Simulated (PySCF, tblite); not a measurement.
# Si12As22H36: electronic excitations, NMR shifts, part 2 of 2

tblite 0.8.0 and PySCF 2.14.0. Atoms count from 0. The steps go on from the part before.

## (4) NMR shifts: GIAO KT3/pcSseg-1

The job: settings as JSON, then the geometry in Å.

```
{"job": {"kind": "nmr", "xc": "KT3", "basis": "pcSseg-1", "pop": false}, "charge": 0, "multiplicity": 1}
As    -0.394949    -1.260125    -1.989831
As    -2.272272    -1.222296    -0.315316
As    -3.900299    -1.427085    -2.161698
As    -0.389426    -1.087280     2.954218
As    -2.311702    -1.183180     4.537962
As    -4.115099    -0.983803     2.817396
As    -0.376215     1.080869    -2.926548
As    -2.305977     1.185911    -4.503781
As    -4.106556     0.950311    -2.787710
As    -0.415879     1.255266     2.009106
As    -2.285431     1.208561     0.323750
As    -3.919205     1.394474     2.170514
As     5.129566    -1.156741    -0.266876
As     3.390425    -1.198078    -2.045976
As     1.522727    -1.197294    -0.372113
As     3.236491    -1.162935     2.864195
As     1.476794    -1.033274     4.625336
As     3.280719     1.159210    -2.894525
As     1.471230     1.013903    -4.606460
As     5.096736     1.223299     0.317641
As     3.359065     1.212952     2.087933
As     1.508870     1.209902     0.397739
Si    -5.878074    -1.699286    -1.011808
H     -6.338757    -3.077546    -1.247412
H     -6.905568    -0.773529    -1.514339
H     -5.778783    -1.544685     0.461833
Si    -2.352604     0.923663     5.545634
H     -1.692689     1.988554     4.753422
H     -1.688679     0.795816     6.852064
H     -3.745794     1.335530     5.805167
Si    -5.864924    -0.724690     4.309034
H     -5.522103    -1.327227     5.608840
H     -7.064609    -1.404862     3.786477
H     -6.257463     0.679510     4.537897
Si    -2.331030    -0.907102    -5.529881
H     -1.669465    -1.975895    -4.742720
H     -1.661333    -0.765900    -6.831791
H     -3.720968    -1.324869    -5.798361
Si    -5.849093     0.705592    -4.282730
H     -5.496330     1.310318    -5.577955
H     -7.046742     1.386936    -3.760107
H     -6.245940    -0.695290    -4.518713
Si    -5.895015     1.654149     1.013666
H     -5.783578     1.495066    -0.458615
H     -6.364424     3.030147     1.243135
H     -6.920321     0.725762     1.514108
Si     7.005947    -1.068634    -1.585020
H      6.878752    -1.974902    -2.737016
H      8.147904    -1.527963    -0.781683
H      7.328284     0.281322    -2.081433
Si     5.066868    -1.134053     4.283288
H      6.271780    -1.434443     3.485779
H      4.919868    -2.185884     5.302447
H      5.306047     0.142342     4.981871
Si     1.671173     1.179112     5.373759
H      1.054172     2.203980     4.496353
H      3.099218     1.514895     5.528477
H      1.070677     1.259517     6.715113
Si     5.034579     1.023981    -4.415085
H      6.186406     1.794142    -3.907941
H      4.636267     1.612919    -5.706051
H      5.508620    -0.349697    -4.671045
Si     1.678775    -1.197428    -5.351749
H      1.080425    -2.223886    -4.463927
H      3.110200    -1.512274    -5.516086
H      1.066014    -1.291603    -6.686521
Si     6.984904     1.254748     1.628328
H      6.704746     1.599069     3.031418
H      7.881488     2.287862     1.088980
H      7.716067    -0.022192     1.612948
```

With the program's defaults for keys left out, this is: GIAO KT3/pcSseg-1 NMR shielding, non-relativistic, gas phase.

The log of the run:

```text
start: PBE on a coarse grid of 305091 points
cycle   1  E = -52670.6371376094  dE = -1.541e+01  |g| = 3.643e+00  |ddm| = 1.030e+01
cycle   2  E = -52670.5110653460  dE =  1.261e-01  |g| = 3.270e+00  |ddm| = 3.235e+00
cycle   3  E = -52670.9639474118  dE = -4.529e-01  |g| = 8.739e-01  |ddm| = 2.881e+00
cycle   4  E = -52670.9631842022  dE =  7.632e-04  |g| = 8.480e-01  |ddm| = 2.389e+00
cycle   5  E = -52671.1992509270  dE = -2.361e-01  |g| = 1.051e-01  |ddm| = 1.348e+00
cycle   6  E = -52671.2018187308  dE = -2.568e-03  |g| = 6.512e-02  |ddm| = 2.836e-01
cycle   7  E = -52671.2028684700  dE = -1.050e-03  |g| = 3.315e-02  |ddm| = 1.340e-01
cycle   8  E = -52671.2032406277  dE = -3.722e-04  |g| = 1.016e-02  |ddm| = 6.461e-02
cycle   9  E = -52671.2032607498  dE = -2.012e-05  |g| = 4.579e-03  |ddm| = 2.085e-02
final grid: 574716 points
cycle  10  E = -52892.5415553442  dE = -1.049e-01  |g| = 2.128e+00  |ddm| = 1.990e+00
cycle  11  E = -52892.4718949519  dE =  6.966e-02  |g| = 2.245e+00  |ddm| = 2.732e+00
cycle  12  E = -52892.7615756832  dE = -2.897e-01  |g| = 3.011e-01  |ddm| = 1.798e+00
cycle  13  E = -52892.7781412803  dE = -1.657e-02  |g| = 1.986e-01  |ddm| = 7.280e-01
cycle  14  E = -52892.7908525082  dE = -1.271e-02  |g| = 5.850e-02  |ddm| = 3.347e-01
cycle  15  E = -52892.7919606288  dE = -1.108e-03  |g| = 1.368e-02  |ddm| = 1.046e-01
cycle  16  E = -52892.7920100717  dE = -4.944e-05  |g| = 8.633e-03  |ddm| = 3.321e-02
cycle  17  E = -52892.7920376304  dE = -2.756e-05  |g| = 3.265e-03  |ddm| = 1.664e-02
cycle  18  E = -52892.7920205652  dE =  1.707e-05  |g| = 9.956e-04  |ddm| = 6.466e-03
cycle  19  E = -52892.7920300647  dE = -9.499e-06  |g| = 3.461e-04  |ddm| = 1.940e-03
cycle  20  E = -52892.7920240133  dE =  6.051e-06  |g| = 2.292e-04  |ddm| = 8.222e-04
cycle  21  E = -52892.7920214686  dE =  2.545e-06  |g| = 9.470e-05  |ddm| = 4.367e-04
converged SCF energy = -52892.7920214686

GIAO shielding tensors (ppm)
atom      isotropic    diamagn.    paramagn.     s11        s22        s33       span
  0 As    1062.435    2881.100   -1818.665    915.805   1038.868   1232.632    316.827
  1 As    1074.520    2882.500   -1807.979    994.956    998.029   1230.576    235.619
  2 As    1539.220    2887.506   -1348.286   1344.380   1557.712   1715.567    371.187
  3 As    1213.430    2883.611   -1670.182   1129.239   1194.312   1316.738    187.499
  4 As    1386.320    2884.242   -1497.922   1017.752   1490.853   1650.357    632.605
  5 As    1538.077    2886.359   -1348.282   1234.593   1643.553   1736.086    501.493
  6 As    1218.898    2883.622   -1664.723   1132.279   1204.820   1319.596    187.316
  7 As    1389.459    2884.279   -1494.819   1020.939   1493.151   1654.288    633.349
  8 As    1543.475    2886.490   -1343.015   1237.178   1652.882   1740.365    503.186
  9 As    1052.042    2881.028   -1828.985    921.437   1024.096   1210.594    289.156
 10 As    1074.139    2882.525   -1808.387    983.733   1001.565   1237.117    253.384
 11 As    1525.356    2887.364   -1362.008   1316.702   1554.718   1704.648    387.946
 12 As    1518.405    2887.349   -1368.944   1209.748   1541.156   1804.313    594.565
 13 As    1054.066    2884.586   -1830.520    968.685   1029.453   1164.061    195.376
 14 As    1063.394    2880.520   -1817.126    996.269   1028.917   1164.998    168.729
 15 As    1477.465    2886.016   -1408.552   1234.767   1498.986   1698.642    463.875
 16 As    1392.835    2885.208   -1492.373    994.923   1483.455   1700.127    705.204
 17 As    1492.753    2885.785   -1393.033   1247.582   1540.815   1689.862    442.280
 18 As    1387.780    2885.184   -1497.404    970.660   1478.297   1714.383    743.723
 19 As    1541.998    2887.421   -1345.424   1265.227   1582.127   1778.640    513.413
 20 As    1081.088    2885.012   -1803.924    980.529   1063.452   1199.284    218.755
 21 As    1057.527    2880.500   -1822.973    992.799   1012.819   1166.963    174.164
 22 Si     438.341     886.328    -447.986    417.458    427.067    470.500     53.042
 23 H       27.484      31.262      -3.778     22.657     24.418     35.377     12.721
 24 H       27.905      31.562      -3.656     23.682     26.388     33.646      9.965
 25 H       26.658      34.817      -8.159     18.840     27.999     33.135     14.295
 26 Si     444.563     884.781    -440.218    418.973    447.987    466.728     47.754
 27 H       26.195      32.832      -6.637     23.434     27.554     27.597      4.163
 28 H       27.660      31.769      -4.109     22.454     26.171     34.354     11.899
 29 H       27.472      32.271      -4.799     21.954     27.244     33.217     11.263
 30 Si     432.241     884.411    -452.170    402.091    412.351    482.282     80.191
 31 H       27.841      29.245      -1.404     22.577     26.022     34.923     12.346
 32 H       27.503      29.400      -1.897     22.128     25.016     35.367     13.239
 33 H       27.611      29.770      -2.159     23.215     25.668     33.949     10.734
 34 Si     444.472     884.906    -440.435    419.712    447.255    466.448     46.736
 35 H       26.234      32.942      -6.708     23.543     27.535     27.623      4.080
 36 H       27.668      31.879      -4.211     22.448     26.212     34.343     11.896
 37 H       27.474      32.290      -4.816     21.958     27.226     33.238     11.280
 38 Si     432.223     884.561    -452.338    401.688    412.722    482.257     80.569
 39 H       27.865      29.331      -1.467     22.585     26.085     34.924     12.338
 40 H       27.511      29.482      -1.971     22.116     25.023     35.394     13.279
 41 H       27.616      29.825      -2.210     23.195     25.659     33.993     10.797
 42 Si     438.661     886.348    -447.688    417.587    428.154    470.241     52.653
 43 H       26.629      34.879      -8.250     18.736     27.981     33.171     14.435
 44 H       27.491      31.287      -3.796     22.682     24.430     35.362     12.680
 45 H       27.920      31.583      -3.663     23.694     26.409     33.658      9.965
 46 Si     436.003     885.333    -449.331    404.822    417.914    485.271     80.449
 47 H       27.578      30.848      -3.270     22.649     25.910     34.174     11.525
 48 H       27.598      30.395      -2.796     22.018     25.046     35.731     13.712
 49 H       27.663      31.072      -3.409     23.742     26.255     32.992      9.251
 50 Si     442.320     885.531    -443.212    409.561    432.846    484.551     74.990
 51 H       27.567      32.473      -4.906     21.867     27.503     33.331     11.464
 52 H       27.793      30.419      -2.626     22.808     24.975     35.596     12.788
 53 H       27.634      31.363      -3.729     24.210     25.121     33.570      9.360
 54 Si     454.002     884.535    -430.533    416.825    469.243    475.940     59.115
 55 H       25.948      32.738      -6.790     22.862     27.176     27.806      4.944
 56 H       27.299      33.354      -6.055     21.506     27.870     32.521     11.015
 57 H       27.666      31.840      -4.174     22.321     25.975     34.702     12.381
 58 Si     430.994     885.231    -454.236    398.743    412.238    482.001     83.258
 59 H       27.452      31.557      -4.105     22.310     25.830     34.215     11.905
 60 H       27.757      30.135      -2.378     22.257     26.093     34.919     12.661
 61 H       27.574      31.719      -4.145     23.941     25.651     33.131      9.190
 62 Si     453.535     884.750    -431.215    414.667    468.972    476.966     62.299
 63 H       25.931      32.812      -6.881     22.844     27.119     27.830      4.986
 64 H       27.418      33.122      -5.704     21.630     28.125     32.498     10.868
 65 H       27.677      31.911      -4.234     22.298     26.042     34.691     12.393
 66 Si     435.780     885.427    -449.647    411.114    412.615    483.612     72.497
 67 H       27.669      30.686      -3.017     21.921     27.862     33.225     11.305
 68 H       27.631      30.002      -2.371     22.313     24.448     36.134     13.821
 69 H       27.667      31.033      -3.365     23.425     25.754     33.823     10.398
```

It took 72 s on 8 threads of Intel Xeon 6975P-C, shared host; peak memory 5.4 GiB.

The references, computed at this level on geometries of the same kind, shield at (ppm): 1H TMS 31.76, 29Si TMS 361.7. Their shielding less the atom's gives the shift. The references are single molecules in the gas phase.

```
atoms                         environment  σ (ppm)  δ (ppm)
  H63  hydrogen on a silicon bonded to As    25.93     5.83
  H55  hydrogen on a silicon bonded to As    25.95     5.81
  H27  hydrogen on a silicon bonded to As    26.20     5.57
  H35  hydrogen on a silicon bonded to As    26.23     5.53
  H43  hydrogen on a silicon bonded to As    26.63     5.13
  H25  hydrogen on a silicon bonded to As    26.66     5.10
  H56  hydrogen on a silicon bonded to As    27.30     4.46
  H64  hydrogen on a silicon bonded to As    27.42     4.34
  H59  hydrogen on a silicon bonded to As    27.45     4.31
  H29  hydrogen on a silicon bonded to As    27.47     4.29
  H37  hydrogen on a silicon bonded to As    27.47     4.29
  H23  hydrogen on a silicon bonded to As    27.48     4.28
  H44  hydrogen on a silicon bonded to As    27.49     4.27
  H32  hydrogen on a silicon bonded to As    27.50     4.26
  H40  hydrogen on a silicon bonded to As    27.51     4.25
  H51  hydrogen on a silicon bonded to As    27.57     4.19
  H61  hydrogen on a silicon bonded to As    27.57     4.19
  H47  hydrogen on a silicon bonded to As    27.58     4.18
  H48  hydrogen on a silicon bonded to As    27.60     4.16
  H33  hydrogen on a silicon bonded to As    27.61     4.15
  H41  hydrogen on a silicon bonded to As    27.62     4.14
  H68  hydrogen on a silicon bonded to As    27.63     4.13
  H53  hydrogen on a silicon bonded to As    27.63     4.13
  H28  hydrogen on a silicon bonded to As    27.66     4.10
  H49  hydrogen on a silicon bonded to As    27.66     4.10
  H57  hydrogen on a silicon bonded to As    27.67     4.09
  H69  hydrogen on a silicon bonded to As    27.67     4.09
  H36  hydrogen on a silicon bonded to As    27.67     4.09
  H67  hydrogen on a silicon bonded to As    27.67     4.09
  H65  hydrogen on a silicon bonded to As    27.68     4.08
  H60  hydrogen on a silicon bonded to As    27.76     4.00
  H52  hydrogen on a silicon bonded to As    27.79     3.97
  H31  hydrogen on a silicon bonded to As    27.84     3.92
  H39  hydrogen on a silicon bonded to As    27.86     3.90
  H24  hydrogen on a silicon bonded to As    27.91     3.85
  H45  hydrogen on a silicon bonded to As    27.92     3.84
  As9              arsenic bonded to 3 As     1052        –
 As13              arsenic bonded to 3 As     1054        –
 As21              arsenic bonded to 3 As     1058        –
  As0              arsenic bonded to 3 As     1062        –
```

Ring of atoms As0, As1, As2, As6, As7, As8: NICS(0) -1.3, NICS(1) -0.5, NICS(1)zz 9.5 ppm (means of both faces).

Ring of atoms As0, As1, As9, As10, As14, As21: NICS(0) -1.1, NICS(1) 0.1, NICS(1)zz 6.8 ppm (means of both faces).

Ring of atoms As0, As6, As13, As14, As17, As18: NICS(0) -1.8, NICS(1) -0.7, NICS(1)zz 8.8 ppm (means of both faces).

## (5) Results

What follows sums up all 2 parts.

| quantity | value |
| --- | --- |
| lowest singlet (PBE/def2-SVP) | 2.22 eV (557 nm), f = 0.000 |
| brightest single state of those computed | state 2, 2.32 eV, f = 0.054 |
| lowest triplet | 2.09 eV |
| surface potential, 1st and 99th percentile | -0.47 V and 0.95 V |
| 1H shifts against TMS (KT3/pcSseg-1) | 5.83, 5.81, 5.57, 5.53, 5.13, 5.10, 4.46, 4.34, 4.31, 4.29, 4.29, 4.28, 4.27, 4.26 ppm and more |
| 29Si shifts against TMS (KT3/pcSseg-1) | -69.3, -70.6, -70.6, -74.1, -74.3, -76.7, -77.0, -80.6, -82.8, -82.9, -91.9, -92.3 ppm |
| shieldings of As (KT3/pcSseg-1) | As9 1052.0, As13 1054.1, As21 1057.5, As0 1062.4, As14 1063.4, As10 1074.1, As1 1074.5, As20 1081.1 ppm and more |

What this shows: The first singlet state (HOMO→LUMO 0.78, HOMO→LUMO+1 0.21) lies at 2.22 eV and is dark; of the 6 states computed, the strongest absorption comes from state 2 at 2.32 eV. State 2 absorbs in the visible (535 nm). The lowest triplet lies 0.13 eV below the lowest singlet (triplets in Tamm-Dancoff, singlets in full TDDFT). By nearest atom (PBE/def2-SVP), the HOMO sits on As3, As6 about 11 % each; As14, As21 about 9 % each and the LUMO on As1, As10 about 11 % each; As3, As6 about 7 % each. At KT3/pcSseg-1: Shielding is most anisotropic at As18 (span 744 ppm, paramagnetic term -1497 ppm).
